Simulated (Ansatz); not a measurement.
Predict the output of the script below (Ansatz's Python interface).

`disp_sic.py`:
```python
"""D3 and D4 dispersion energy of SiC, with no SCF."""

import ansatz as az
import numpy as np

VECTORS = np.array([
    [0.0, 2.179, 2.179],
    [2.179, 0.0, 2.179],
    [2.179, 2.179, 0.0],
])
SITES = [
    ("Si", (0.0, 0.0, 0.0)),
    ("C", (0.25, 0.25, 0.25)),
]


def build(cell):
    crystal = az.Crystal(lattice=az.Lattice.of(cell))
    for symbol, position in SITES:
        crystal = crystal.atom(symbol, position)
    return crystal

atoms = [(site[0], site[1]) for site in SITES]
print("dispersion energy and pressure at linear scale factors", (0.98, 1.0, 1.02))
for functional in (az.Functional.PBE, az.Functional.RPBE):
    for method in ("d3bj", "d4"):
        damping = az.dispersion_damping(method=method, xc=functional)
        line = []
        for scale in (0.98, 1.0, 1.02):
            term = az.pairwise_dispersion(vectors=(VECTORS * scale).tolist(), atoms=atoms, damping=damping, periodic=(True, True, True))
            line.append(f"{term.energy_ev / len(atoms):.4f} eV/atom, {np.trace(term.stress_gpa) / 3:.2f} GPa")
        print(functional.value, method, "|", " | ".join(line))
print("charges of the D4 model in the last cell:", np.round(term.partial_charges_e, 3))
```

```console
$ python disp_sic.py
dispersion energy and pressure at linear scale factors (0.98, 1.0, 1.02)
pbe d3bj | -0.3200 eV/atom, -5.28 GPa | -0.3012 eV/atom, -4.67 GPa | -0.2838 eV/atom, -4.13 GPa
pbe d4 | -0.3464 eV/atom, -4.79 GPa | -0.3293 eV/atom, -4.22 GPa | -0.3138 eV/atom, -3.66 GPa
rpbe d3bj | -1.2224 eV/atom, -25.05 GPa | -1.1329 eV/atom, -22.14 GPa | -1.0507 eV/atom, -19.51 GPa
rpbe d4 | -0.7555 eV/atom, -11.44 GPa | -0.7147 eV/atom, -10.06 GPa | -0.6776 eV/atom, -8.72 GPa
charges of the D4 model in the last cell: [ 0.113 -0.113]
```
